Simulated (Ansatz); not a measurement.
# HfZrMo4: the cost of one run

Computed with Ansatz 0.2.0, driven from Python. The levels of theory stand in the script.

## Step 1: Starting point

Symmetry: F-43m, No. 216, cubic system. Conventional cell: a = 7.578 Å, b = 7.578 Å, c = 7.578 Å, α = 90.00°, β = 90.00°, γ = 90.00°. Zr (site symmetry -43m) has 12 Mo at 3.14 Å and 4 Hf at 3.28 Å as nearest neighbours. Hf (site symmetry -43m) is surrounded by 12 Mo at 3.14 Å and 4 Zr at 3.28 Å. Mo (site symmetry 3m) has 6 Mo at 2.68 Å as nearest neighbours.

The script holds or builds the structure itself.

## Step 2: The code

run_xc.py

```python
# -*- coding: utf-8 -*-
import warnings

import ansatz as az
from tabulate import tabulate


def main():
    warnings.simplefilter("ignore", az.DeckWarning)

    hfzrmo4 = (
        az.Lattice.fcc(7.5778567)
        .space_group(216)
        .atom("Zr", (0.0, 0.0, 0.0))
        .atom("Hf", (0.25, 0.25, 0.25))
        .atom("Mo", (0.37500928, 0.12499072, 0.87500928))
        .primitive()
    )

    setup = (
        hfzrmo4.calculation()
        .occupations("Fermi-Dirac")
        .kpoints(6, 6, 6)
        .forces()
        .stress()
    )

    rows = []
    for value in ["lda", "r2scan", "pbesol"]:
        data = setup.functional(value).run(threads=1).report
        rows.append((value, data["free_energy_ev"] / len(data["lattice"]["sites"]), data["n_iterations"], sum(data["stress_gpa"][i][i] for i in range(3)) / 3, max(abs(f) for row in data["forces_ev_ang"] for f in row), data["n_kpoints"]))

    print(tabulate(rows, headers=["functional", "F/atom (eV)", "iterations", "P (GPa)", "max component (eV/A)", "k-points"], floatfmt=".4f", tablefmt="grid"))


if __name__ == "__main__":
    main()
```

## Step 3: What the engine is handed

The package turns the script's settings into the engine's input (first run):

```yaml
crystal:
  lattice:
    bravais: fcc
    a: 7.5778567
  space_group: 216
  atoms:
    - { symbol: Zr, position: [0.0, 0.0, 0.0] }
    - { symbol: Hf, position: [0.25, 0.25, 0.25] }
    - { symbol: Mo, position: [0.37500928, 0.12499072, 0.87500928] }
  reduce_to_primitive: true
kpoints:
  mp_grid:
    grid: [6, 6, 6]
hamiltonian:
  xc: lda
scf:
  occupations:
    method: fermi_dirac
output:
  forces: true
  stress: true
```

## Step 4: The run

On the command line:

```
$ python run_xc.py
```

What time and memory should one allow on 1 thread of Arm Neoverse V2, shared host?

About 31 s, with a peak of 0.73 GiB.
